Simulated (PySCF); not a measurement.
# HfF₄: relaxation and vibrations of the singlet

The task is one start of a wider search on HfF₄: the singlet, from a B3LYP minimum start. It is relaxed, tested by its Hessian and followed downhill if it is a saddle.

The runs use PySCF 2.14.0; B3LYP, basis Hf def2-SVP with ECP60, F def2-SVP, scalar-relativistic core potentials, no spin–orbit coupling, density fitting.

**1. Starting geometry**

5 atoms, charge 0, spin multiplicity 1.

Bond lengths: Hf1–F2 1.912 Å, Hf1–F3 1.912 Å, Hf1–F4 1.912 Å, Hf1–F5 1.912 Å. Angles: F2–Hf1–F3 109.4°, F2–Hf1–F4 109.5°, F2–Hf1–F5 109.5°, F3–Hf1–F4 109.5°, F3–Hf1–F5 109.5°, F4–Hf1–F5 109.4°.

```xyz
5
charge 0 multiplicity 1
Hf    0.0000    0.0000    0.0000
F    -1.1033   -1.1033    1.1047
F     1.1033    1.1033    1.1047
F     1.1033   -1.1033   -1.1047
F    -1.1033    1.1033   -1.1047
```

**2. First SCF at the start**

The steps below are one call of a driver around PySCF. For each, scf.py gives the equivalent set-up of the SCF; relaxations use the driver's own optimiser. After this first run the driver tries any further starts and a stability analysis.

scf.py

```python
from pyscf import gto, scf, dft
mol = gto.M(atom='''
Hf     0.000000     0.000000     0.000000
F     -1.103300    -1.103300     1.104680
F      1.103300     1.103300     1.104680
F      1.103300    -1.103300    -1.104680
F     -1.103300     1.103300    -1.104680''',
    basis={'Hf': 'def2-SVP', 'F': 'def2-SVP'},
    ecp={'Hf': 'def2-SVP'},
    charge=0, spin=0)
mf = dft.RKS(mol, xc='B3LYP')
mf.grids.atom_grid = (50, 194)
aux = {'Hf': 'def2-universal-JKFIT', 'F': 'def2-universal-JKFIT'}
mf = mf.density_fit(auxbasis=aux)
mf.conv_tol = 1e-08
mf.diis_space = 10
mf.max_cycle = 60
mf.init_guess = 'minao'
mf.verbose = 4
mf.kernel()
```

On the command line:

```
$ OMP_NUM_THREADS=2 python axn.py task.json out
```

What it wrote:

```text
init E= -434.523148629154
  HOMO = -0.70208372010266  LUMO = -0.325818649565507  gap/eV = 10.23869
cycle= 1 E= -447.270029428666  delta_E= -12.7  |g|= 1.03  |ddm|= 7.59
  HOMO = -0.296180631061685  LUMO = -0.0285688848782903  gap/eV = 7.28209
cycle= 2 E= -446.849968957666  delta_E= 0.42  |g|=  1.9  |ddm|= 1.66
  HOMO = -0.41875624054095  LUMO = -0.0346065433274383  gap/eV = 10.45325
cycle= 3 E= -447.42880975239  delta_E= -0.579  |g|= 0.189  |ddm|= 1.24
  HOMO = -0.428206808650864  LUMO = -0.0469625331892439  gap/eV = 10.37419
cycle= 4 E= -447.43766886134  delta_E= -0.00886  |g|= 0.0223  |ddm|= 0.245
  HOMO = -0.427688604150006  LUMO = -0.0459516683417715  gap/eV = 10.38759
cycle= 5 E= -447.437764282917  delta_E= -9.54e-05  |g|= 0.00236  |ddm|= 0.0169
  HOMO = -0.427798695627303  LUMO = -0.0459480652840488  gap/eV = 10.39068
cycle= 6 E= -447.437765361911  delta_E= -1.08e-06  |g|= 0.000126  |ddm|= 0.00201
  HOMO = -0.427830360806824  LUMO = -0.0459635641428545  gap/eV = 10.39112
cycle= 7 E= -447.437765364619  delta_E= -2.71e-09  |g|= 1.09e-05  |ddm|= 0.000141
  HOMO = -0.427828616810376  LUMO = -0.0459639406495377  gap/eV = 10.39107
Extra cycle  E= -447.437765364564  delta_E= 5.57e-11  |g|= 2.12e-05  |ddm|= 1.97e-05
converged SCF energy = -447.437765364564
```

This step, with its further starts and checks, ran for 4.1 s (2 threads of Arm Neoverse V2, shared host).

No lower closed-shell solution turned up in the test of internal stability.

**3. B3LYP minimum start, singlet: relaxation**

The program finds Td symmetry in the start, which this walk keeps.

Changes to scf.py since step 2:

```diff
@@ -3,5 +3,5 @@
-Hf     0.000000     0.000000     0.000000
-F     -1.103300    -1.103300     1.104680
-F      1.103300     1.103300     1.104680
-F      1.103300    -1.103300    -1.104680
-F     -1.103300     1.103300    -1.104680''',
+Hf    -0.000000     0.000000    -0.000000
+F     -1.103760    -1.103760     1.103760
+F      1.103760     1.103760     1.103760
+F      1.103760    -1.103760    -1.103760
+F     -1.103760     1.103760    -1.103760''',
@@ -18 +17,0 @@
-mf.init_guess = 'minao'
```

Energy and gradient, step by step:

| step | energy (Eh) | change (kJ/mol) | largest symmetric gradient (Eh/bohr) |
| --- | --- | --- | --- |
| 0 | -447.437766 | 0.00 | 0.00054 |
| 1 | -447.437772 | -0.02 | 0.00002 |

The walk took 3.9 s.

End point (Td, 1 steps, 0.0 kJ/mol gained): Hf–F 1.913 Å (×4); F–Hf–F 109.5° (×6).

**4. Is it a minimum? Harmonic modes**

The point is checked on the finer grid, and tightened if its gradient asks for it. The Hessian and the dipole derivatives come from central differences of analytic gradients, with steps of 0.02 bohr.

Changes to scf.py since step 3:

```diff
@@ -4,4 +4,4 @@
-F     -1.103760    -1.103760     1.103760
-F      1.103760     1.103760     1.103760
-F      1.103760    -1.103760    -1.103760
-F     -1.103760     1.103760    -1.103760''',
+F     -1.103673    -1.103673     1.103673
+F      1.103673     1.103673     1.103673
+F      1.103673    -1.103673    -1.103673
+F     -1.103673     1.103673    -1.103673''',
@@ -12 +12 @@
-mf.grids.atom_grid = (50, 194)
+mf.grids.atom_grid = (75, 302)
@@ -15 +15 @@
-mf.conv_tol = 1e-08
+mf.conv_tol = 1e-10
```

This SCF starts from the last density.

SCF at the final geometry:

```text
init E= -447.4372890522
  HOMO = -0.427936298701745  LUMO = -0.0459100907390794  gap/eV = 10.39546
cycle= 1 E= -447.437289052211  delta_E= -1.1e-11  |g|= 3.53e-06  |ddm|= 3.8e-06
  HOMO = -0.427935740925674  LUMO = -0.0459101642395345  gap/eV = 10.39545
Extra cycle  E= -447.437289052198  delta_E= 1.31e-11  |g|= 6.94e-06  |ddm|= 6.91e-06
converged SCF energy = -447.437289052198
```

The whole step took 24 s.

Geometry: Td; Hf–F 1.912 Å (×4); F–Hf–F 109.5° (×6).

Modes, for the most abundant isotopes:

| symmetry | ω (cm⁻¹) | IR (km/mol) |
| --- | --- | --- |
| t2 | 145 | 81.5 |
| e | 153 | 0.0 |
| t2 | 669 | 396 |
| a1 | 678 | 0.0 |

Every mode is real; the point is a minimum.

Properties at this point:

```
Dipole moment                                                   : 0.00 D
Highest occupied level                                          : -11.64 eV
Lowest empty level                                              : -1.25 eV
Rotational constants                                            : 0.09106, 0.09106, 0.09106 cm⁻¹
Zero-point energy                                               : 20.5 kJ/mol
Principal polarisabilities                                      : 27.6, 27.6, 27.6 bohr³
Atomisation energy without zero-point energy                    : 2622 kJ/mol
Principal traceless quadrupole moments about the centre of mass : 0.00, 0.00, 0.00 D Å
Entropy at 298.15 K and 1 bar                                   : 333.2 J/(mol K)
Heat capacity Cp at 298.15 K                                    : 87.9 J/(mol K)
Enthalpy at 298.15 K above 0 K                                  : 19.72 kJ/mol
Rotational symmetry number                                      : 12
```

Populations by atom (charges in e):

```
    atom  Mulliken  Löwdin  polar tensor  Mayer order to Hf1
     Hf1      1.38    0.58          2.73                   –
F2,3,4,5     -0.35   -0.14         -0.68                1.11
```

Mulliken populations on Hf1 (outside its core potential): s 2.27, p 6.30, d 1.83, f 0.23.

**5. Results**

| quantity | value |
| --- | --- |
| minimum | singlet, Td |
| geometry | Hf–F 1.912 Å (×4); F–Hf–F 109.5° (×6) |
| wavenumbers (cm⁻¹) | 145 (t2), 153 (e), 669 (t2), 678 (a1) |
| dipole moment | 0.00 D |
| highest occupied, lowest empty level | -11.64, -1.25 eV |
| polar-tensor charge of Hf1 | +2.73 e |
| zero-point energy | 20.5 kJ/mol |
| entropy at 298.15 K | 333.2 J/(mol K) |
| atomisation energy (no zero-point energy) | 2622 kJ/mol |

In words: The B3LYP minimum start keeps its Td symmetry and ends in a minimum. The strongest infrared band lies at 669 cm⁻¹ (t2, stretch). Hf1 has a polar-tensor charge of +2.7 e (a dipole derivative, not a static charge), yet symmetry cancels the bond dipoles. Only this shape and spin were tried, so other structures or states may lie lower. Whether spin polarisation would lower the closed shell was not checked. Spin–orbit coupling, left out here, can matter for elements this heavy.

The search up to here took 32 s.
